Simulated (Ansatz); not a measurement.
**C2H8OSSi: one species, many methods**

The task here is to estimate one member of a computed series from the others.

The runs use Ansatz 0.2.0, Gaussian basis; functionals in def2-TZVPP, the program's frozen cores in correlated methods.

The runs, in order: LDA (SPW92), PBE-D4, revPBE-D4, BLYP-D4, r2SCAN-D4, B97M-V, PBE0-D4, B3LYP-D4, r2SCANh-D4, r2SCAN0-D4, HSE06-D4, BHLYP-D4, CAM-B3LYP-D4, LC-ωPBE, ωB97X-V, ωB97M-V, B2PLYP, PBE-QIDH; CCSD(T)/def2-SVP; CCSD(T)/def2-TZVPP; MP2/def2-QZVPP; extrapolation to the limit; RPA on PBE.

## The relaxed structure

The geometry comes from an earlier relaxation with PBE0-D4 in a triple-zeta def2 set; it is a stationary point, not always the lowest conformer.

SMILES `OCSC[SiH3]`, 13 atoms, charge 0, spin multiplicity 1.

Atoms are counted from 1 here; the program's logs count them from 0.

Bond lengths: O1–C2 1.399 Å, O1–H6 0.963 Å, C2–S3 1.804 Å, C2–H7 1.091 Å, C2–H8 1.096 Å, S3–C4 1.813 Å, C4–Si5 1.880 Å, C4–H9 1.092 Å, C4–H10 1.093 Å, Si5–H11 1.486 Å, Si5–H12 1.490 Å, Si5–H13 1.485 Å. Angles: C2–O1–H6 108.0°, O1–C2–S3 114.3°, O1–C2–H7 106.5°, O1–C2–H8 112.8°, S3–C2–H7 110.0°, S3–C2–H8 104.6°, H7–C2–H8 108.7°, C2–S3–C4 99.5°, S3–C4–Si5 111.1°, S3–C4–H9 108.6°, S3–C4–H10 106.6°, Si5–C4–H9 113.1°, Si5–C4–H10 110.1°, H9–C4–H10 107.1°, C4–Si5–H11 110.0°, C4–Si5–H12 110.9°, C4–Si5–H13 109.2°, H11–Si5–H12 108.5° and more.

The first run:

Contents of in.yaml:

```yaml
crystal:
  periodic: [false, false, false]
  atoms:
    - {symbol: O, position_ang: [-1.895146, -0.390126, 1.476454]}
    - {symbol: C, position_ang: [-0.711849, -1.084362, 1.204760]}
    - {symbol: S, position_ang: [0.776606, -0.068350, 1.275771]}
    - {symbol: C, position_ang: [0.437626, 1.058094, -0.103590]}
    - {symbol: Si, position_ang: [0.935046, 0.286916, -1.744134]}
    - {symbol: H, position_ang: [-1.795702, 0.043144, 2.330315]}
    - {symbol: H, position_ang: [-0.824712, -1.510226, 0.207063]}
    - {symbol: H, position_ang: [-0.524657, -1.898170, 1.915182]}
    - {symbol: H, position_ang: [-0.615694, 1.345030, -0.067431]}
    - {symbol: H, position_ang: [1.023322, 1.961879, 0.080068]}
    - {symbol: H, position_ang: [0.257257, -1.024747, -1.915435]}
    - {symbol: H, position_ang: [0.553397, 1.167647, -2.883565]}
    - {symbol: H, position_ang: [2.405007, 0.078670, -1.760660]}
basis:
  gaussian: {orbitals: def2-TZVPP}
hamiltonian: {xc: lda}
output: {orbitals: {seedname: orbitals}}
```

Steps of the session up to this table: LDA; PBE-D4 (GGA); revPBE-D4 (GGA); BLYP-D4 (GGA); r2SCAN-D4 (meta-GGA); B97M-V (meta-GGA); PBE0-D4 (hybrid); B3LYP-D4 (hybrid); r2SCANh-D4 (hybrid); r2SCAN0-D4 (hybrid); HSE06-D4 (hybrid); BHLYP-D4 (hybrid); CAM-B3LYP-D4 (range-separated); LC-ωPBE (range-separated); ωB97X-V (range-separated); ωB97M-V (range-separated); B2PLYP (double hybrid); PBE-QIDH (double hybrid).

One of the session's tables, all rows but one given; the rest of the session is left out.

It belongs to the step «Orbital energies across the functionals». 

```
  functional  HOMO (eV)  LUMO (eV)  gap (eV)
 LDA (SPW92)      -5.57      -0.72      4.85
      PBE-D4          ?          ?         ?
   revPBE-D4      -5.38      -0.42      4.96
     BLYP-D4      -5.30      -0.41      4.89
   r2SCAN-D4      -5.66      -0.18      5.48
      B97M-V      -5.80      -0.34      5.46
     PBE0-D4      -6.62       0.39      7.01
    B3LYP-D4      -6.41       0.14      6.55
  r2SCANh-D4      -6.10       0.15      6.25
  r2SCAN0-D4      -6.77       0.61      7.38
    HSE06-D4      -6.22       0.01      6.23
    BHLYP-D4      -7.71       1.21      8.92
CAM-B3LYP-D4      -7.95       1.35      9.30
     LC-ωPBE      -9.31       2.55     11.86
     ωB97X-V      -8.96       2.37     11.33
     ωB97M-V      -8.82       2.03     10.85
```

**Question.** Estimate the row for PBE-D4.

The run gave: HOMO (eV): -5.44; LUMO (eV): -0.52; gap (eV): 4.92. In the column «HOMO (eV)» it lies between LDA (SPW92) (-5.57) and revPBE-D4 (-5.38).
